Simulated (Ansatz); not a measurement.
# PdTe: the cost of one run

Computed with Ansatz 0.2.0 (DFT PBEsol+U (U_eff = 1 eV on Pd d), plane waves, PAW, unless a step's input says otherwise).

2 further runs of the same task are left out: 2 that didn't finish.

## Step 1: The starting structure

The structure is hexagonal, space group P6_3/mmc (No. 194). The conventional cell has a = 4.152 Å, b = 4.152 Å, c = 5.672 Å, α = 90.00°, β = 90.00°, γ = 120.00°. Te (site symmetry -6m2) is surrounded by 6 Pd at 2.79 Å. Pd (site symmetry -3m) has 6 Te at 2.79 Å and 2 Pd at 2.84 Å as nearest neighbours.

As a file:

```
Te Pd
1.0
     4.15210    0.00000    0.00000
    -2.07605    3.59582    0.00000
     0.00000    0.00000   11.34380
Te Pd
4 4
Direct
  0.33333 0.66667 0.12500
  0.66667 0.33333 0.37500
  0.33333 0.66667 0.62500
  0.66667 0.33333 0.87500
  0.00000 0.00000 0.00000
  0.00000 0.00000 0.25000
  0.00000 0.00000 0.50000
  0.00000 0.00000 0.75000
```

An earlier series on this cell reached its lowest free state from «ferrimagnetic site moments held at first, then free», perhaps among other starts (it ended without moments).

## Step 2: Total moment locked, 6.00 μB per cell

Contents of input.yaml:

```yaml
crystal:
  lattice:
    - [4.15209743, 0.0, 0.0]
    - [-2.07604871, 3.59582185, 0.0]
    - [0.0, 0.0, 11.3437978]
  atoms:
    - { symbol: Te, position: [0.3333333333, 0.6666666667, 0.125] }
    - { symbol: Te, position: [0.6666666667, 0.3333333333, 0.375] }
    - { symbol: Pd, position: [0.0, 0.0, 0.0], spin: 1.5 }
    - { symbol: Pd, position: [0.0, 0.0, 0.25], spin: 1.5 }
    - { symbol: Te, position: [0.3333333333, 0.6666666667, 0.625] }
    - { symbol: Te, position: [0.6666666667, 0.3333333333, 0.875] }
    - { symbol: Pd, position: [0.0, 0.0, 0.5], spin: 1.5 }
    - { symbol: Pd, position: [0.0, 0.0, 0.75], spin: 1.5 }
basis:
  ecutwfc: 420
  ecutrho_ratio: 4
kpoints:
  mp_grid: { grid: [5, 5, 2] }
hamiltonian:
  xc: pbesol
  hubbard:
    sites:
      - { site: 2, l: d, u_eff: 1.0, starting_ns: [{ spin: up, occupation_matrix: s2up }, { spin: down, occupation_matrix: s2down }] }
      - { site: 3, l: d, u_eff: 1.0, starting_ns: [{ spin: up, occupation_matrix: s3up }, { spin: down, occupation_matrix: s3down }] }
      - { site: 6, l: d, u_eff: 1.0, starting_ns: [{ spin: up, occupation_matrix: s6up }, { spin: down, occupation_matrix: s6down }] }
      - { site: 7, l: d, u_eff: 1.0, starting_ns: [{ spin: up, occupation_matrix: s7up }, { spin: down, occupation_matrix: s7down }] }
    occupation_matrices:
      s2up:
        matrix:
          - [0.97, 0.0, 0.0, 0.0, 0.0]
          - [0.0, 0.97, 0.0, 0.0, 0.0]
          - [0.0, 0.0, 0.97, 0.0, 0.0]
          - [0.0, 0.0, 0.0, 0.97, 0.0]
          - [0.0, 0.0, 0.0, 0.0, 0.97]
      s2down:
        matrix:
          - [0.97, 0.0, 0.0, 0.0, 0.0]
          - [0.0, 0.43266, 0.0, 0.0, -0.47089]
          - [0.0, 0.0, 0.43266, -0.47089, 0.0]
          - [0.0, 0.0, -0.47089, 0.55734, 0.0]
          - [0.0, -0.47089, 0.0, 0.0, 0.55734]
      s3up:
        matrix:
          - [0.97, 0.0, 0.0, 0.0, 0.0]
          - [0.0, 0.97, 0.0, 0.0, 0.0]
          - [0.0, 0.0, 0.97, 0.0, 0.0]
          - [0.0, 0.0, 0.0, 0.97, 0.0]
          - [0.0, 0.0, 0.0, 0.0, 0.97]
      s3down:
        matrix:
          - [0.97, 0.0, 0.0, 0.0, 0.0]
          - [0.0, 0.43266, 0.0, 0.0, 0.47089]
          - [0.0, 0.0, 0.43266, 0.47089, 0.0]
          - [0.0, 0.0, 0.47089, 0.55734, 0.0]
          - [0.0, 0.47089, 0.0, 0.0, 0.55734]
      s6up:
        matrix:
          - [0.97, 0.0, 0.0, 0.0, 0.0]
          - [0.0, 0.97, 0.0, 0.0, 0.0]
          - [0.0, 0.0, 0.97, 0.0, 0.0]
          - [0.0, 0.0, 0.0, 0.97, 0.0]
          - [0.0, 0.0, 0.0, 0.0, 0.97]
      s6down:
        matrix:
          - [0.97, 0.0, 0.0, 0.0, 0.0]
          - [0.0, 0.43266, 0.0, 0.0, -0.47089]
          - [0.0, 0.0, 0.43266, -0.47089, 0.0]
          - [0.0, 0.0, -0.47089, 0.55734, 0.0]
          - [0.0, -0.47089, 0.0, 0.0, 0.55734]
      s7up:
        matrix:
          - [0.97, 0.0, 0.0, 0.0, 0.0]
          - [0.0, 0.97, 0.0, 0.0, 0.0]
          - [0.0, 0.0, 0.97, 0.0, 0.0]
          - [0.0, 0.0, 0.0, 0.97, 0.0]
          - [0.0, 0.0, 0.0, 0.0, 0.97]
      s7down:
        matrix:
          - [0.97, 0.0, 0.0, 0.0, 0.0]
          - [0.0, 0.43266, 0.0, 0.0, 0.47089]
          - [0.0, 0.0, 0.43266, 0.47089, 0.0]
          - [0.0, 0.0, 0.47089, 0.55734, 0.0]
          - [0.0, 0.47089, 0.0, 0.0, 0.55734]
    ns_hold: { iters: 8 }
scf:
  occupations: { method: gaussian, width: 0.05 }
  lower_state_search: "off"
  max_iter: 150
output:
  forces: true
  stress: true
  eigenvalues: true
  populations: true
  hubbard:
    sites:
      - { site: 2, l: d }
      - { site: 3, l: d }
      - { site: 6, l: d }
      - { site: 7, l: d }
magnetization:
  spin_polarized: true
  initial_magnetization: 6.0
  spin_locking: { lock_magnetization: hard }
```

The typed matrices put 0.97 on the chosen orbitals and 0.02 on the others, and are held for 8 cycles. The lock stays on to the end, so the result is a constrained state.

Started as:

```bash
> ansatz run input.yaml --threads 4 --pin off --max-ram 6144MiB --backend cpu --events-out ev --progress --plain --runs-dir out
```

What time and memory should one allow on 4 threads of AMD EPYC (Zen 3), shared host?

About 44 s, with a peak of 0.79 GiB.
